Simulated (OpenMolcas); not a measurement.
**Two attempts at SnHF3 (SMILES [H][Sn]([F])([F])[F])**

Wanted: the energy of SnHF3, FNO-MP2/ANO-RCC-VDZ (DKH2, RICD fitting, virtual fraction 0.5).

The calculation is run with OpenMolcas 26.06.

6 further runs of the same task are left out: 1 that didn't finish, 5 set aside as unsound or not needed.

## (1) Starting point

The species is SnHF3 (5 atoms), meant as a singlet with charge 0. SMILES: `[H][Sn]([F])([F])[F]`. Geometry: a GFN2-xTB relaxation, a rough one for these elements and not checked as a minimum.

Bond lengths: Sn1–F3 1.913 Å, Sn1–F4 1.913 Å, Sn1–F5 1.913 Å, Sn1–H2 1.672 Å. Angles: F3–Sn1–F4 103.0°, F3–Sn1–F5 102.8°, F4–Sn1–F5 102.9°, H2–Sn1–F3 115.5°, H2–Sn1–F4 115.3°, H2–Sn1–F5 115.5°.

## (2) The input as first written

File struct.xyz:

```xyz
5

Sn     0.001160    -0.001910     0.158480
H      0.011060    -0.016900     1.830520
F      1.723270     0.009710    -0.674170
F     -0.872260     1.500970    -0.641300
F     -0.863220    -1.491870    -0.673520
```

File run.input:

```
* F3HSn FNO-MP2

&GATEWAY
  COORD=struct.xyz
  BASIS=ANO-RCC-VDZ
  GROUP=NoSym
  RICD

&SEWARD

&SCF
  PRORBITALS=1 1
  XC=B3LYP

&MBPT2
  FNOMP2=0.5
  DOMP2
  FROZEN=21
```

Command:

```sh
$ export MOLCAS_MEM=1860
$ pymolcas run.input > run.log
```

Output:

```text
--- Start Module: gateway ---

                                              &GATEWAY

                       available to each process: 1.9 GB of memory, 1 thread

++    Symmetry information:
      ---------------------

                    Character Table for C1

                             E
                    a        1  x, y, xy, Rz, z, xz, Ry, yz, Rx, I
--

++    Basis set information:
      ----------------------

      Basis set label: SN.ANO-RCC...6S5P2D.

      Electronic valence basis set:
      ------------------
      Associated Effective Charge  50.000000 au
      Associated Actual Charge     50.000000 au
      Nuclear Model: Point charge

      Shell  nPrim  nBasis  Cartesian Spherical Contaminant
         s      22       6        X
         p      19       5        X
         d      13       2                 X

      Basis set label: H.ANO-RCC...2S.

      Electronic valence basis set:
      ------------------
      Associated Effective Charge   1.000000 au
      Associated Actual Charge      1.000000 au
      Nuclear Model: Point charge

      Shell  nPrim  nBasis  Cartesian Spherical Contaminant
         s       8       2        X

      Basis set label: F.ANO-RCC...3S2P.

[... 74 lines left out ...]
                  Atomic mean-field integrals
                  RI decomposed two-electron repulsion integrals stored Cholesky style
                   - acCD auxiliary basis
                   - CD Threshold:   1.00E-04

                   Integrals are discarded if absolute value <: 1.00E-14
                   Integral cutoff threshold is set to       <: 1.00E-16

            Nuclear Potential Energy            436.92802175 au

      Basis set specifications :
      Symmetry species         a
      Basis functions           60

--- Stop Module: seward /rc=_RC_ALL_IS_WELL_ ---
--- Module seward spent 1 second ---

--- Start Module: scf ---

                                                &SCF

                       available to each process: 1.9 GB of memory, 1 thread

 Unidentified key word:XC
 >>>>> Input file for module SCF  <<<<<
PRORBITALS
1 1
 ******   Error  *******
XC

 ###############################################################################
 ###    ERROR: Error in FindErrorLine                                        ###
 ###############################################################################
--- Stop Module: scf /rc=_RC_INPUT_ERROR_ ---

.####################.
.# User input error #.
.####################.

    Timing: Wall=6.38 User=5.67 System=0.66
```

It took 6.6 s on 1 thread of Arm Neoverse V2, shared host; peak memory 0.33 GiB.

## (3) Diagnosis

The program broke off before the end.

The log says `ERROR: Error in FindErrorLine`. The cause is that the input text is malformed or holds a word that the program doesn't know (`XC=B3LYP`).

## (4) Second attempt

struct.xyz is that of step 2.

File run.inp:

```
>>> EXPORT MOLCAS_PRINT=2

&GATEWAY
 Coord
 struct.xyz
 Basis
 ANO-RCC-VDZ
 Group
 NoSym
 RICD

&SEWARD

&SCF
 PrOrbitals
 0

&MBPT2
 FNOMP2
 0.5
 DoMP2
 Frozen
 21
```

Command:

```sh
$ export MOLCAS_MEM=1860
$ pymolcas run.inp > run.log
```

Output:

```text
--- Start Module: gateway ---
[...]
--- Stop Module: gateway /rc=_RC_ALL_IS_WELL_ ---
[...]
      Basis functions           60
[...]
--- Start Module: scf ---
[...]
       Convergence after  10 Iterations
[...]
::    Total SCF energy                              -6471.7098313171
[...]
      Total spin, S                                     0.0000000000
[...]
      Total electronic charge=   78.000000
      Total            charge=   -0.000000
[...]
      Dipole Moment (debye):
      Origin of the operator (angstrom)=   -0.0005    0.0006   -0.0952
                   X=  3.6225E-02               Y= -5.7061E-02               Z=  5.4860E+00           Total=  5.4864E+00
      Quadrupole Moment (debye*angstrom):
[...]
--- Stop Module: scf /rc=_RC_ALL_IS_WELL_ ---
[...]
--- Start Module: mbpt2 ---
[...]
WARNING!
Default frozen orbitals as non valence orbitals is overwritten by user input.
Default values:  21
[...]
       Reference weight ( Cref**2 )         =        0.89115
::    Total MBPT2 energy                            -6472.0178408122
[...]
--- Stop Module: mbpt2 /rc=_RC_ALL_IS_WELL_ ---
[...]
```

Run time: 7.8 s. Hardware: 1 thread of Arm Neoverse V2, shared host; peak memory 0.33 GiB.

## (5) Outcome

At FNO-MP2/ANO-RCC-VDZ (DKH2, RICD fitting, virtual fraction 0.5):

| quantity | value |
| --- | --- |
| total energy | -6472.01784 Eh |
| dipole moment (mean-field density) | 5.49 D |
| HOMO energy (Hartree–Fock orbitals) | -15.86 eV |
| LUMO energy (Hartree–Fock orbitals) | 0.63 eV |
| HOMO–LUMO gap (Hartree–Fock orbitals) | 16.49 eV |
| correlation energy (21 core orbitals frozen) | -308.0 mEh |

What this shows: Mulliken charges of the mean-field density run from -0.70 on F4 to +2.10 on Sn1; they depend strongly on the basis.
